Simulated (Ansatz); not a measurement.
**C₂H₆Al₂: basis-set convergence**

An exercise on one series of results from a longer session: the logs are not shown, and one member is left open.

Method: one geometry, several basis sets; program: Ansatz 0.2.0, Gaussian basis.

Plan: PBE0-D4/def2-SVP; ωB97M-V/def2-SVP; PBE0-D4/def2-QZVPP; ωB97M-V/def2-QZVPP; the functionals' def2-TZVPP values are taken from earlier runs.

### The geometry

All runs share one geometry, relaxed beforehand with PBE0-D4 in a triple-zeta def2 set.

10 atoms, charge 0, spin multiplicity 1.

Atoms are counted from 1 here; the program's logs count them from 0.

Bond lengths: Al1–C2 1.863 Å, Al1–Al4 2.528 Å, Al1–H5 1.571 Å, Al1–H6 1.745 Å, C2–C3 1.520 Å, C2–H7 1.088 Å, C3–Al4 1.936 Å, C3–H8 1.090 Å, C3–H9 1.086 Å, Al4–H6 1.775 Å, Al4–H10 1.574 Å. Angles: C2–Al1–Al4 54.3°, C2–Al1–H5 149.0°, C2–Al1–H6 94.1°, Al4–Al1–H5 147.8°, Al4–Al1–H6 44.6°, H5–Al1–H6 116.1°, Al1–C2–C3 120.8°, Al1–C2–H7 122.0°, C3–C2–H7 117.2°, C2–C3–Al4 73.3°, C2–C3–H8 113.9°, C2–C3–H9 117.4°, Al4–C3–H8 114.5°, Al4–C3–H9 122.3°, H8–C3–H9 110.7° and more.

The first run:

File in.yaml:

```yaml
crystal:
  periodic: [false, false, false]
  atoms:
    - {symbol: Al, position_ang: [-1.286956, 0.968848, -0.497554]}
    - {symbol: C, position_ang: [-0.601224, -0.721231, -0.116452]}
    - {symbol: C, position_ang: [0.447058, -0.909599, 0.967583]}
    - {symbol: Al, position_ang: [1.163494, 0.386841, -0.278637]}
    - {symbol: H, position_ang: [-2.386813, 1.850403, -1.191399]}
    - {symbol: H, position_ang: [0.147412, 1.808543, 0.034796]}
    - {symbol: H, position_ang: [-0.920489, -1.608328, -0.659754]}
    - {symbol: H, position_ang: [0.938523, -1.882604, 0.941416]}
    - {symbol: H, position_ang: [0.168813, -0.646419, 1.983791]}
    - {symbol: H, position_ang: [2.413482, 0.702346, -1.180890]}
basis:
  gaussian: {orbitals: def2-SVP}
hamiltonian: {xc: pbe0, dispersion: d4}
output: {orbitals: {seedname: orbitals}}
```

Run with:

```bash
$ ansatz run in.yaml --threads 2 --pin off --events-out ev --progress --plain --max-ram 4352MiB
```

Among the steps run: PBE0-D4 in def2-SVP; ωB97M-V in def2-SVP; PBE0-D4 in def2-QZVPP; ωB97M-V in def2-QZVPP.

One of the session's tables, all rows but one given; the rest of the session is left out.

It belongs to the step «Functionals by basis». 

```
functional       basis  HOMO (eV)  LUMO (eV)
   PBE0-D4    def2-SVP      -5.69      -1.34
   PBE0-D4  def2-TZVPP      -5.68      -1.39
   PBE0-D4  def2-QZVPP          ?          ?
   ωB97M-V    def2-SVP      -7.62       0.40
   ωB97M-V  def2-TZVPP      -7.63       0.27
   ωB97M-V  def2-QZVPP      -7.64       0.11
```

Q: Estimate the row for PBE0-D4, def2-QZVPP from the others.

The run gave: HOMO (eV): -5.68; LUMO (eV): -1.42.
